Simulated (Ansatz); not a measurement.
# COSe: small, medium and large basis sets

How large a basis does COSe need? Two functionals are run in growing sets.

Program: Ansatz 0.2.0, Gaussian basis. Level of theory: one geometry, several basis sets. These are calculated values, not measurements.

Levels to be run: PBE0-D4/def2-SVP; ωB97M-V/def2-SVP; PBE0-D4/def2-QZVPP; ωB97M-V/def2-QZVPP; the functionals' def2-TZVPP values are taken from earlier runs.

## (1) The relaxed structure

An earlier PBE0-D4 in a triple-zeta def2 set relaxation fixed the geometry.

SMILES `O=C=[Se]`, 3 atoms, charge 0, spin multiplicity 1.

Atoms are counted from 1 here; the program's logs count them from 0.

Bond lengths: O1–C2 1.149 Å, C2–Se3 1.707 Å. Angles: O1–C2–Se3 180.0°.

## (2) PBE0-D4 in def2-SVP

Input file in.yaml:

```yaml
crystal:
  periodic: [false, false, false]
  atoms:
    - {symbol: O, position_ang: [-0.823629, 0.973286, -0.350914]}
    - {symbol: C, position_ang: [-0.117783, 0.116834, -0.052622]}
    - {symbol: Se, position_ang: [0.930412, -1.155020, 0.390336]}
basis:
  gaussian: {orbitals: def2-SVP}
hamiltonian: {xc: pbe0, dispersion: d4}
output: {orbitals: {seedname: orbitals}}
```

Command:

```bash
$ ansatz run in.yaml --threads 4 --pin off --events-out ev --progress --plain --max-ram 10444MiB
```

The runs that follow: ωB97M-V in def2-SVP; PBE0-D4 in def2-QZVPP; ωB97M-V in def2-QZVPP.

**Question.** What will the summary of the whole plan be? Wanted: PBE0-D4: double and triple zeta above quadruple; ωB97M-V: double and triple zeta above quadruple.

The runs gave:

```
                                       quantity           value
PBE0-D4: double and triple zeta above quadruple  13.14, 1.52 eV
ωB97M-V: double and triple zeta above quadruple  13.15, 1.47 eV
```

For PBE0-D4 the step from double to triple zeta gains 11.62 eV and the next only 1.52 eV. Total energies overstate the basis error of differences, where much of it tends to cancel.
